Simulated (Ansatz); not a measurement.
# BCl₃FHSi: how energies converge with the basis set

How large a basis does BCl₃FHSi need? Two functionals are run in growing sets.

Computed with Ansatz 0.2.0, Gaussian basis. Level: one geometry, several basis sets.

Plan: PBE0-D4/def2-SVP; ωB97M-V/def2-SVP; PBE0-D4/def2-QZVPP; ωB97M-V/def2-QZVPP; the functionals' def2-TZVPP values are taken from earlier runs.

**1. Structure used throughout**

The geometry comes from an earlier relaxation with PBE0-D4 in a triple-zeta def2 set; it is a stationary point, not always the lowest conformer.

SMILES `FB[Si](Cl)(Cl)Cl`, 7 atoms, charge 0, spin multiplicity 1.

Atoms are counted from 1 here; the program's logs count them from 0.

Bond lengths: F1–B2 1.313 Å, B2–Si3 2.031 Å, B2–H7 1.199 Å, Si3–Cl4 2.037 Å, Si3–Cl5 2.043 Å, Si3–Cl6 2.043 Å. Angles: F1–B2–Si3 120.0°, F1–B2–H7 118.3°, Si3–B2–H7 121.7°, B2–Si3–Cl4 113.3°, B2–Si3–Cl5 108.6°, B2–Si3–Cl6 108.5°, Cl4–Si3–Cl5 108.8°, Cl4–Si3–Cl6 108.8°, Cl5–Si3–Cl6 108.7°.

**2. PBE0-D4 in def2-SVP**

in.yaml

```yaml
crystal:
  periodic: [false, false, false]
  atoms:
    - {symbol: F, position_ang: [0.412593, -2.140259, 0.571396]}
    - {symbol: B, position_ang: [0.749399, -0.871387, 0.578174]}
    - {symbol: Si, position_ang: [-0.428214, 0.497153, -0.352502]}
    - {symbol: Cl, position_ang: [-2.064476, -0.323471, -1.245689]}
    - {symbol: Cl, position_ang: [0.683858, 1.457777, -1.771382]}
    - {symbol: Cl, position_ang: [-1.049933, 1.866544, 1.030046]}
    - {symbol: H, position_ang: [1.758075, -0.554459, 1.144258]}
basis:
  gaussian: {orbitals: def2-SVP}
hamiltonian: {xc: pbe0, dispersion: d4}
output: {orbitals: {seedname: orbitals}}
```

After this run come: ωB97M-V in def2-SVP; PBE0-D4 in def2-QZVPP; ωB97M-V in def2-QZVPP.

Before running them: what should the planned runs give, taken together? Wanted: PBE0-D4: double and triple zeta above quadruple; ωB97M-V: double and triple zeta above quadruple.

The runs gave:

```
                                       quantity           value
PBE0-D4: double and triple zeta above quadruple  21.49, 1.54 eV
ωB97M-V: double and triple zeta above quadruple  21.33, 1.46 eV
```

**Reading.** For PBE0-D4 the step from double to triple zeta gains 19.95 eV and the next only 1.54 eV. Total energies overstate the basis error of differences, where much of it tends to cancel.
